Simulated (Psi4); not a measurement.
**CCSD(T)/cc-pVTZ run of CSe (SMILES [C][Se])**

What is the energy change on altering one bond length of CSe at CCSD(T)/cc-pVTZ? 

Program for the calculation: Psi4 1.11.

2 further runs of the same task are left out: 1 that didn't finish, 1 set aside as unsound or not needed.

### Step 1. The system as given

CSe: 2 atoms, total charge 0, spin state singlet. As SMILES, `[C][Se]`. Geometry: relaxed at PBE0-D4/def2-TZVP.

Bond lengths: C1–Se2 1.671 Å.

### Step 2. A single-point energy at CCSD(T)/cc-pVTZ

File job.in:

```
memory 2.2 GB

molecule molecule1 {
  0 1
  C
  Se 1 r2

  r2 = 1.6713
  symmetry c1
  no_reorient
  no_com
}

set {
  basis cc-pVTZ
  puream true
  e_convergence 1e-09
  d_convergence 1e-08
  scf_type pk
  num_frozen_docc 10
}

E = energy("ccsd(t)")
```

On the command line:

```console
psi4 -n 1 job.in job.out
```

job.out:

```text
[...]
  Running in c1 symmetry.
[...]
  Nuclear repulsion =   64.591725588870943
[...]
  Multiplicity = 1
[...]
  Nalpha       = 20
  Nbeta        = 20
[...]
    Number of basis functions: 73
[...]
   @RHF iter   1: -2437.24390088742985   -2.97862e+00   1.90749e-02 DIIS/ADIIS
[...]
   @RHF iter  11: -2437.66940651738059   -3.63798e-12   1.43692e-09 DIIS
[...]
    Orbital Energies [Eh]
    ---------------------
    Doubly Occupied:
       1A   -460.867022     2A    -60.671039     3A    -54.271227
       4A    -54.271227     5A    -54.270552     6A    -11.367002
       7A     -8.938662     8A     -6.669396     9A     -6.669223
      10A     -6.669223    11A     -2.659128    12A     -2.657280
      13A     -2.657280    14A     -2.656696    15A     -2.656696
      16A     -1.039555    17A     -0.676795    18A     -0.450425
      19A     -0.424365    20A     -0.424365
[...]
  @RHF Final Energy: -2437.66940651738059
   => Energetics <=
    Nuclear Repulsion Energy =             64.5917255888709434
    One-Electron Energy =               -3522.5879517522571405
    Two-Electron Energy =                1020.3268196460061290
    Total Energy =                      -2437.6694065173801391
[...]
 Multipole Moments:
 ------------------------------------------------------------------------------------
     Multipole            Electronic (a.u.)      Nuclear  (a.u.)        Total (a.u.)
 ------------------------------------------------------------------------------------
 L = 1.  Multiply by 2.5417464519 to convert [e a0] to [Debye]
 Dipole X            :          0.0000000            0.0000000            0.0000000
 Dipole Y            :         -0.0000000            0.0000000           -0.0000000
 Dipole Z            :          3.1418211           -2.4567471            0.6850739
 Magnitude           :                                                    0.6850739
[...]
      * MP2 total energy                      = -2438.024705413498850
[...]
      * CCSD total energy                     = -2438.032358640835810
[...]
      * CCSD(T) total energy                  = -2438.056139257346331
[...]
```

Run time: 23 s. Hardware: 1 thread of Intel Xeon 6975P-C (Granite Rapids), shared host; peak memory 1.1 GiB.

### Step 3. The distorted shape

File input.in:

```
memory 2200 MB

molecule mol {
  0 1
  C      0.000000     0.000000    -0.259220
  Se     0.000000     0.000000     1.662780
  symmetry c1
}

set {
  basis           cc-pVTZ
  puream          true
  e_convergence   1e-09
  d_convergence   1e-08
  scf_type        pk
  num_frozen_docc 10
}

energy("ccsd(t)")
print_variables()
```

On the command line:

```console
psi4 -n 1 input.in input.out
```

input.out:

```text
[...]
  Running in c1 symmetry.
[...]
  Nuclear repulsion =   56.166571788074926
[...]
  Multiplicity = 1
[...]
  Nalpha       = 20
  Nbeta        = 20
[...]
    Number of basis functions: 73
[...]
   @RHF iter   1: -2437.01929889171561   -3.16477e+00   2.03654e-02 DIIS/ADIIS
[...]
   @RHF iter  12: -2437.62552970158140    4.54747e-13   3.76551e-09 DIIS
[...]
    Orbital Energies [Eh]
    ---------------------
    Doubly Occupied:
       1A   -460.868518     2A    -60.669307     3A    -54.269657
       4A    -54.269436     5A    -54.269436     6A    -11.435908
       7A     -8.933018     8A     -6.664050     9A     -6.662643
      10A     -6.662643    11A     -2.653750    12A     -2.651872
      13A     -2.651872    14A     -2.649603    15A     -2.649603
      16A     -0.969099    17A     -0.710474    18A     -0.453027
      19A     -0.388495    20A     -0.388495
[...]
  @RHF Final Energy: -2437.62552970158140
   => Energetics <=
    Nuclear Repulsion Energy =             56.1665717880749256
    One-Electron Energy =               -3505.8423904237820352
    Two-Electron Energy =                1012.0502889341252057
    Total Energy =                      -2437.6255297015818542
[...]
 Multipole Moments:
 ------------------------------------------------------------------------------------
     Multipole            Electronic (a.u.)      Nuclear  (a.u.)        Total (a.u.)
 ------------------------------------------------------------------------------------
 L = 1.  Multiply by 2.5417464519 to convert [e a0] to [Debye]
 Dipole X            :          0.0000000            0.0000000            0.0000000
 Dipole Y            :         -0.0000000            0.0000000           -0.0000000
 Dipole Z            :          3.0064538           -2.8252666            0.1811872
 Magnitude           :                                                    0.1811872
[...]
      * MP2 total energy                      = -2437.991378079163042
[...]
      * CCSD total energy                     = -2437.998010583179166
[...]
      * CCSD(T) total energy                  = -2438.028830765473231
[...]
```

Run time: 23 s. Hardware: 1 thread of Intel Xeon 6975P-C (Granite Rapids), shared host; peak memory 1.1 GiB.

### Step 4. Summary of results

Level: CCSD(T)/cc-pVTZ, 10 core orbitals frozen.

| quantity | value |
| --- | --- |
| first shape: total energy | -2438.05614 Eh |
| first shape: HOMO energy (Hartree–Fock orbitals) | -11.55 eV |
| first shape: LUMO energy (Hartree–Fock orbitals) | 1.24 eV |
| first shape: HOMO–LUMO gap (Hartree–Fock orbitals) | 12.78 eV |
| first shape: correlation energy (10 core orbitals frozen) | -386.7 mEh |
| first shape: (T) correction | -23.78 mEh |
| first shape: T1 diagnostic | 0.022 |
| distorted shape: total energy | -2438.02883 Eh |
| distorted shape: HOMO energy (Hartree–Fock orbitals) | -10.57 eV |
| distorted shape: LUMO energy (Hartree–Fock orbitals) | 0.28 eV |
| distorted shape: HOMO–LUMO gap (Hartree–Fock orbitals) | 10.85 eV |
| distorted shape: correlation energy (10 core orbitals frozen) | -403.3 mEh |
| distorted shape: (T) correction | -30.82 mEh |
| distorted shape: T1 diagnostic | 0.038 |
| energy change with the C1–Se2 bond stretched from 1.671 to 1.922 Å | 0.743 eV |

What this shows: With the C1–Se2 bond stretched from 1.671 to 1.922 Å the energy rises by 0.74 eV (71.7 kJ/mol). The first shape isn't relaxed at this level, so the change isn't measured from a minimum. The T1 diagnostic (first shape) of 0.022 is above the customary mark for such species, so a single reference may not serve. The triples (first shape) make up 6.1 % of the correlation energy. The T1 diagnostic (distorted shape) of 0.038 is above the customary mark for such species, so a single reference may not serve. The triples (distorted shape) make up 7.6 % of the correlation energy.
